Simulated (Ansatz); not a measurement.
**SnS (SMILES [S][Sn]) at B2PLYP/def2-TZVP (core potential)**

What is the energy change on altering one bond length of SnS at B2PLYP/def2-TZVP (core potential)? 

The results are computed with Ansatz 0.2.0.

37 further runs of the same task are left out: 1 that didn't finish, 36 set aside as unsound or not needed.

### 1 The system as given

The species is SnS (2 atoms), meant as a singlet with charge 0. SMILES: `[S][Sn]`. The bond length is the measured one.

Bond lengths: S1–Sn2 2.209 Å.

### 2 The energy at B2PLYP/def2-TZVP (core potential)

The input, molecule.yaml:

```yaml
crystal:
  periodic: [false, false, false]
  atoms:
    - symbol: S
      position_ang: [0.000000, 0.000000, 0.000000]
    - symbol: Sn
      position_ang: [0.000000, 0.000000, 2.209026]
basis:
  gaussian:
    orbitals: def2-TZVP
output: {orbitals: {seedname: orbitals}}
correlation:
  frozen_orbitals: {S: 5, Sn: 4}
hamiltonian:
  xc: {name: B2PLYP}
accuracy: high
```

Started as:

```
$ ansatz run molecule.yaml --threads 1 --pin off --max-ram 3480MiB --events-out events.jsonl --progress --plain --runs-dir runs
```

Log:

```text
Warning: RAYON_NUM_THREADS=1 ignored (pool sized by the plan → 1); use --threads N
Functional definition: B2PLYP
  name "B2PLYP"
  parameter a = 0.53
  parameter c = 0.27
  exchange = (1 - a)*b88_x + a*exact_x
  correlation = (1 - c)*lyp_c + c*(mp2_os + mp2_ss)
1408 factors; integrals over basis functions are off by at most 3.1e-9 eV
mean field evaluation 1: about -16652.2288 eV, gradient 2.8e1 eV
mean field evaluation 2: about -16652.3163 eV, gradient 2.8e1 eV
mean field evaluation 4: about -16655.0905 eV, gradient 2.4e0 eV
mean field evaluation 8: about -16655.1084 eV, gradient 2.0e-1 eV
mean field evaluation 16: about -16655.1086 eV, gradient 6.2e-5 eV
mean field -16655.10856758 eV, -612.0639506205 hartree, gradient 4.1e-8 eV, S^2 0.000000; 0 other end points of the search recorded, 0 dependent functions left out
9 core orbitals not correlated: weight in the atoms' cores, before any rotation towards them, 1.000 or more for the frozen orbitals, at most 0.000 for the correlated occupied ones
reference -16655.10858449 eV, -612.0639512419 hartree; 10, 10 occupied and 68, 68 virtual orbitals, 1408 factors
second order -15.77537741 eV of doubles, -0.00000000 eV of singles
Total energy: -16659.36793639 eV, -612.2204795371 hartree
```

It took 6.6 s on 1 thread of Arm Neoverse V2, shared host; peak memory 0.21 GiB.

### 3 The distorted shape, same level

The input, job.yaml:

```yaml
crystal:
  periodic: [false, false, false]
  atoms:
    - {symbol: S, position_ang: [0.000000, 0.000000, -2.650874]}
    - {symbol: Sn, position_ang: [0.000000, 0.000000, 2.209026]}
basis:
  gaussian: {orbitals: def2-TZVP}
magnetization: {spin_polarized: false}
hamiltonian: {xc: {name: B2PLYP}}
correlation: {frozen_orbitals: {S: 5, Sn: 4}}
accuracy: high
output: {orbitals: {seedname: orbitals}}
```

Started as:

```
$ ansatz run job.yaml --threads 1 --pin off --max-ram 3480MiB --events-out events.jsonl --progress --plain --runs-dir runs
```

Log (excerpt; [...] marks lines left out):

```text
Warning: RAYON_NUM_THREADS=1 ignored (pool sized by the plan → 1); use --threads N
[... 2 set-up lines as earlier in the session ...]
[...]
1261 factors; integrals over basis functions are off by at most 1.4e-8 eV
[...]
mean field -16648.48980734 eV, -611.8207156679 hartree, gradient 3.1e-8 eV, S^2 0.000000; 6 other end points of the search recorded, 0 dependent functions left out; unrestricted orbitals would lower it
9 core orbitals not correlated: weight in the atoms' cores, before any rotation towards them, 1.000 or more for the frozen orbitals, at most 0.000 for the correlated occupied ones
reference -16648.48982814 eV, -611.8207164325 hartree; 10, 10 occupied and 68, 68 virtual orbitals, 1261 factors
second order -14.27668390 eV of doubles, -0.00000000 eV of singles
Total energy: -16652.34453279 eV, -611.9623742157 hartree
```

It took 11 s on 1 thread of Arm Neoverse V2, shared host; peak memory 0.23 GiB.

### 4 What came out

Level: B2PLYP/def2-TZVP (core potential), 9 core orbitals frozen.

| quantity | value |
| --- | --- |
| first shape: total energy | -612.22048 Eh |
| first shape: HOMO energy (SCF part's orbitals) | -8.07 eV |
| first shape: LUMO energy (SCF part's orbitals) | -1.53 eV |
| first shape: HOMO–LUMO gap (SCF part's orbitals) | 6.54 eV |
| distorted shape: total energy | -611.96237 Eh |
| distorted shape: HOMO energy (SCF part's orbitals) | -5.69 eV |
| distorted shape: LUMO energy (SCF part's orbitals) | -3.19 eV |
| distorted shape: HOMO–LUMO gap (SCF part's orbitals) | 2.50 eV |
| energy change with the S1–Sn2 bond stretched from 2.209 to 4.860 Å | 7.023 eV |

**Reading.** One bond (distorted shape) is far stretched, which a spin-restricted single reference describes badly; perturbation theory on it can break down and give far too much correlation. With the S1–Sn2 bond stretched from 2.209 to 4.860 Å the energy rises by 7.02 eV (162 kcal/mol). The first shape isn't relaxed at this level, so the change isn't measured from a minimum. A restricted reference can't describe the breaking bond well at this length. The restricted solution (distorted shape) is unstable to spin breaking: an unrestricted one lies lower.
